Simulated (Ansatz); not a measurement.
# Ga2SeS3: the cost of one run

Method: DFT PBE, scalar-relativistic, plane waves, PAW, in Ansatz 0.2.0.

**1. The system as given**

The structure is tetragonal, space group P4/mmm (No. 123). Conventional cell: a = 3.464 Å, b = 3.464 Å, c = 10.617 Å, α = 90.00°, β = 90.00°, γ = 90.00°. Ga (site symmetry 4mm) has 8 S at 2.97 to 2.99 Å as nearest neighbours. Se (site symmetry 4/mmm) has 8 S at 3.12 Å and 4 Se at 3.46 Å as nearest neighbours. S (site symmetry 4mm) is surrounded by 4 Ga at 2.97 Å. S (site symmetry 4/mmm) is surrounded by 8 Ga at 2.99 Å.

As a file:

```xyz
6
Lattice="3.4638 0.0000 0.0000 0.0000 3.4638 0.0000 0.0000 0.0000 10.6168" Properties=species:S:1:pos:R:3 pbc="T T T"
Ga    0.0000    0.0000    3.6020
Ga    0.0000    0.0000    7.0148
Se    0.0000    0.0000    0.0000
S     1.7319    1.7319    1.9294
S     1.7319    1.7319    5.3084
S     1.7319    1.7319    8.6874
```

A structure generator made this guess: species swapped into a database cell of Mg3HgAu2 (P4/mmm, No. 123), with S on the Mg sites, Se on the Hg sites and Ga on the Au sites. Its size is a rough estimate.

**2. A first look at the guess**

Contents of input.yaml:

```yaml
crystal:
  lattice:
    - [3.46384771, 0.0, 0.0]
    - [0.0, 3.46384771, 0.0]
    - [0.0, 0.0, 10.61680611]
  atoms:
    - { symbol: Ga, position: [0.0, 0.0, 0.3392778] }
    - { symbol: Ga, position: [0.0, 0.0, 0.6607222] }
    - { symbol: Se, position: [0.0, 0.0, 0.0] }
    - { symbol: S, position: [0.5, 0.5, 0.1817286] }
    - { symbol: S, position: [0.5, 0.5, 0.5] }
    - { symbol: S, position: [0.5, 0.5, 0.8182714] }
basis:
  ecutwfc: 420
kpoints:
  mp_grid: { grid: [6, 6, 2] }
hamiltonian:
  xc: pbe
scf:
  occupations: { method: gaussian, width: 0.1 }
  lower_state_search: "off"
output:
  forces: true
  stress: true
  eigenvalues: true
```

Run with:

```bash
> ansatz run input.yaml --threads 1 --pin off --max-ram 2560MiB --backend cpu --events-out ev --progress --plain --runs-dir out
```

**Question.** How long does this run take on 1 thread of Arm Neoverse V2, shared host, and how much memory does it need?

About 4.3 s, with a peak of 0.4 GiB.
